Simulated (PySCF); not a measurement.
# CH3NSeSi: the cost of one run

Programs: PySCF 2.14.0, with density-fitted response routines of our own. Each step states its level of theory. These are calculated values for one molecule in the gas phase, unless marked as measured. Atoms count from 0, in the outputs and in this text.

**1. Starting geometry**

7 atoms, charge 0, multiplicity 1; geometry from: PBE0-D3(BJ)/def2-SVP.

Bonds of the start (Å): N0–C1 1.16, C1–Si2 1.86, Si2–Se3 2.27, Si2–H4 1.49, Si2–H5 1.49, Se3–H6 1.47.

**2. Nuclear shieldings: PBE0/pcSseg-2**

What the job is given:

```
{"job": {"kind": "nmr", "xc": "PBE0", "basis": "pcSseg-2", "pop": false}, "charge": 0, "multiplicity": 1}
N      2.216525    -1.437410     0.144524
C      1.390721    -0.625493     0.079082
Si     0.027850     0.634341    -0.020478
Se    -1.845181    -0.284295    -0.906482
H      0.462698     1.697980    -0.961709
H     -0.170778     1.150765     1.359454
H     -2.047945    -1.164939     0.255658
```

Level: GIAO PBE0/pcSseg-2 NMR shielding, non-relativistic, gas phase.

On the command line:

```bash
$ OMP_NUM_THREADS=1 python probes_run.py task.json out
```

This one command runs all jobs of the session in turn.

Q: Estimate the wall time and peak memory of this first job on 1 thread of Arm Neoverse N1, shared host.

About 35 s, with a peak of 0.98 GiB.
